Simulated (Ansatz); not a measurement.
# RbLuSe2: stress in a strained cell

RbLuSe2 is deformed so: zz strain of +1 %. What stress and forces result, by LAPW, PAW and all-electron datasets made for the crystal?

Program: Ansatz 0.2.0. Level of theory: DFT PBEsol, scalar-relativistic. These are calculated values, not measurements.

### Step 1. The starting structure

The structure is trigonal, space group R-3m (No. 166). Conventional cell: a = 4.129 Å, b = 4.129 Å, c = 23.614 Å, α = 90.00°, β = 90.00°, γ = 120.00°. Rb (site symmetry -3m) is surrounded by 6 Se at 3.38 Å. Lu (site symmetry -3m) has 6 Se at 2.84 Å in its first shell of neighbours. Around Se (site symmetry 3m) lie 3 Lu at 2.84 Å and 3 Rb at 3.38 Å.

Coordinates:

```cif
data_structure
_symmetry_space_group_name_H-M 'R-3m:H'
_symmetry_Int_Tables_number 166
_cell_length_a 4.1294
_cell_length_b 4.1294
_cell_length_c 23.6140
_cell_angle_alpha 90.000
_cell_angle_beta 90.000
_cell_angle_gamma 120.000
_cell_volume 348.72
loop_
_atom_site_label
_atom_site_type_symbol
_atom_site_symmetry_multiplicity
_atom_site_Wyckoff_symbol
_atom_site_fract_x
_atom_site_fract_y
_atom_site_fract_z
_atom_site_occupancy
Rb1 Rb 3 a 0.00000 0.00000 0.00000 1
Lu1 Lu 3 b 0.33333 0.66667 0.16667 1
Se1 Se 6 c 0.00000 0.00000 0.23179 1
```

The file gives the conventional cell by its symmetry; the runs use the cell typed in the input.

Atoms are numbered in the order of the input: Rb1, Lu2, Se3, Se4.

### Step 2. After the deformation

Space group R-3m before, R-3m after.

### Step 3. Full-potential LAPW

input.yaml

```yaml
crystal:
  lattice:
    - [2.0647010171, 1.192055688, 7.9500433]
    - [-2.0647010171, 1.192055688, 7.9500433]
    - [0.0, -2.384111376, 7.9500433]
  atoms:
    - { symbol: Rb, position: [0.0, 0.0, 0.0] }
    - { symbol: Lu, position: [0.5, 0.5, 0.5] }
    - { symbol: Se, position: [0.23179, 0.23179, 0.23179] }
    - { symbol: Se, position: [0.76821, 0.76821, 0.76821] }
kpoints:
  mp_grid: { grid: [7, 7, 7] }
  band_path:
    path:
      - [0.0, 0.0, 0.0]
      - [0.5, 0.5, 0.5]
      - [0.8183446722, 0.1816553278, 0.5]
      - [0.5, -0.1816553278, 0.1816553278]
      - [0.5, 0.0, 0.0]
      - [0.0, 0.0, 0.0]
      - [0.3408276639, -0.3408276639, 0.0]
      - [0.6591723361, 0.0, 0.3408276639]
      - [0.5, 0.0, 0.5]
    npoints: 5
scf:
  occupations: { method: fermi_dirac, width: 0.03 }
hamiltonian:
  xc: pbesol
  pseudopotentials: { kind: all_electron, lapw: { basis_error: 0.001 } }
output:
  forces: true
  stress: true
  eigenvalues: true
```

On the command line:

```console
$ ansatz run input.yaml --threads 1 --pin off --max-ram 4096MiB --backend cpu --events-out ev --progress --plain --runs-dir out
```

### Step 4. Frozen-core PAW

input.yaml

```yaml
crystal:
  lattice:
    - [2.0647010171, 1.192055688, 7.9500433]
    - [-2.0647010171, 1.192055688, 7.9500433]
    - [0.0, -2.384111376, 7.9500433]
  atoms:
    - { symbol: Rb, position: [0.0, 0.0, 0.0] }
    - { symbol: Lu, position: [0.5, 0.5, 0.5] }
    - { symbol: Se, position: [0.23179, 0.23179, 0.23179] }
    - { symbol: Se, position: [0.76821, 0.76821, 0.76821] }
kpoints:
  mp_grid: { grid: [7, 7, 7] }
scf:
  occupations: { method: fermi_dirac, width: 0.03 }
hamiltonian:
  xc: pbesol
  pseudopotentials: { kind: paw }
output:
  forces: true
  stress: true
  eigenvalues: true
  efg: { contact_densities: true }
  write_density: true
  write_potential: true
  elf: true
  volumetric_format: npy
```

### Step 5. Datasets made for this crystal

input.yaml: that of step 4 with these lines changed.

```diff
@@ -16,3 +16,3 @@
   xc: pbesol
-  pseudopotentials: { kind: paw }
+  pseudopotentials: { kind: all_electron, datasets: crystal }
 output:
@@ -22,5 +22 @@
   efg: { contact_densities: true }
-  write_density: true
-  write_potential: true
-  elf: true
-  volumetric_format: npy
```

(Steps that only read results are left out.)

**Question.** What will these runs give? Wanted: pressure; largest shear or deviatoric stress.

The runs gave:

```
                                 quantity                                              value
                                 pressure  LAPW -1.55, PAW -1.56, crystal datasets -1.56 GPa
largest shear or deviatoric stress (LAPW)                                           0.21 GPa
```

What this shows: The largest part of the stress beyond the pressure is 0.21 GPa in size, in the zz component; the atoms are carried along and not relaxed. No run of the undeformed cell stands beside it, so pressure and stress hold what the given cell had before the change, as far as its symmetry allows. PAW: stress within 0.01 GPa of LAPW, forces within 1 meV/Å. Crystal datasets: stress within 0.01 GPa of LAPW, forces within 1 meV/Å. Spin-orbit coupling is left out, though the cell holds Lu; in elements this heavy it can shift bands and gaps by tenths of an eV.

The gaps are Kohn-Sham values of a semilocal functional, not quasiparticle or optical gaps. Such gaps usually fall short of the measured ones.
